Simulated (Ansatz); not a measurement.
# C₂H₉AlOSe: basis-set convergence

The task here is to estimate one member of a computed series from the others.

Program: Ansatz 0.2.0, Gaussian basis. Level of theory: one geometry, several basis sets. These are calculated values, not measurements.

Plan: PBE0-D4/def2-SVP; ωB97M-V/def2-SVP; PBE0-D4/def2-QZVPP; ωB97M-V/def2-QZVPP; the functionals' def2-TZVPP values are taken from earlier runs.

## The relaxed structure

An earlier PBE0-D4 in a triple-zeta def2 set relaxation fixed the geometry.

SMILES `[CH3][Al-]([CH3])([OH])[SeH2+]`, 14 atoms, charge 0, spin multiplicity 1.

Atoms are counted from 1 here; the program's logs count them from 0.

Bond lengths: C1–Al2 1.957 Å, C1–H6 1.096 Å, C1–H7 1.095 Å, C1–H8 1.094 Å, Al2–C3 1.966 Å, Al2–O4 1.724 Å, Al2–Se5 2.771 Å, C3–H9 1.095 Å, C3–H10 1.096 Å, C3–H11 1.095 Å, O4–H12 0.955 Å, Se5–H13 1.469 Å, Se5–H14 1.468 Å. Angles: Al2–C1–H6 110.7°, Al2–C1–H7 112.6°, Al2–C1–H8 111.9°, H6–C1–H7 106.6°, H6–C1–H8 106.8°, H7–C1–H8 107.9°, C1–Al2–C3 122.1°, C1–Al2–O4 115.4°, C1–Al2–Se5 96.4°, C3–Al2–O4 118.5°, C3–Al2–Se5 100.5°, O4–Al2–Se5 92.9°, Al2–C3–H9 112.0°, Al2–C3–H10 110.8°, Al2–C3–H11 113.0°, H9–C3–H10 106.5°, H9–C3–H11 107.5°, H10–C3–H11 106.8° and more.

The first run:

in.yaml

```yaml
crystal:
  periodic: [false, false, false]
  atoms:
    - {symbol: C, position_ang: [-1.275747, 1.465945, 0.693632]}
    - {symbol: Al, position_ang: [-0.442086, -0.253238, 0.270063]}
    - {symbol: C, position_ang: [1.347818, -0.734666, 0.924450]}
    - {symbol: O, position_ang: [-1.533278, -1.520178, -0.150217]}
    - {symbol: Se, position_ang: [0.127953, 0.324307, -2.379086]}
    - {symbol: H, position_ang: [-1.586547, 1.497237, 1.743806]}
    - {symbol: H, position_ang: [-0.596979, 2.311833, 0.542478]}
    - {symbol: H, position_ang: [-2.172313, 1.643499, 0.092391]}
    - {symbol: H, position_ang: [2.050826, 0.101435, 0.848986]}
    - {symbol: H, position_ang: [1.311475, -1.017069, 1.982867]}
    - {symbol: H, position_ang: [1.785731, -1.581698, 0.386453]}
    - {symbol: H, position_ang: [-1.279419, -2.438883, -0.088941]}
    - {symbol: H, position_ang: [1.373181, 1.087990, -2.220435]}
    - {symbol: H, position_ang: [0.876484, -0.915615, -2.617646]}
basis:
  gaussian: {orbitals: def2-SVP}
hamiltonian: {xc: pbe0, dispersion: d4}
output: {orbitals: {seedname: orbitals}}
```

On the command line:

```console
ansatz run in.yaml --threads 4 --pin off --events-out ev --progress --plain --max-ram 11315MiB
```

Among the steps run: PBE0-D4 in def2-SVP; ωB97M-V in def2-SVP; PBE0-D4 in def2-QZVPP; ωB97M-V in def2-QZVPP.

One table of the session follows, with a row left open; its other results are not shown here.

It belongs to the step «Functionals by basis». 

```
functional       basis  HOMO (eV)
   PBE0-D4    def2-SVP      -7.05
   PBE0-D4  def2-TZVPP      -7.16
   PBE0-D4  def2-QZVPP      -7.18
   ωB97M-V    def2-SVP          ?
   ωB97M-V  def2-TZVPP      -9.42
   ωB97M-V  def2-QZVPP      -9.44
```

**Question.** Estimate the row for ωB97M-V, def2-SVP.

**Answer.** HOMO (eV): -9.30. In the column «HOMO (eV)» it lies between ωB97M-V, def2-TZVPP (-9.42) and PBE0-D4, def2-QZVPP (-7.18).
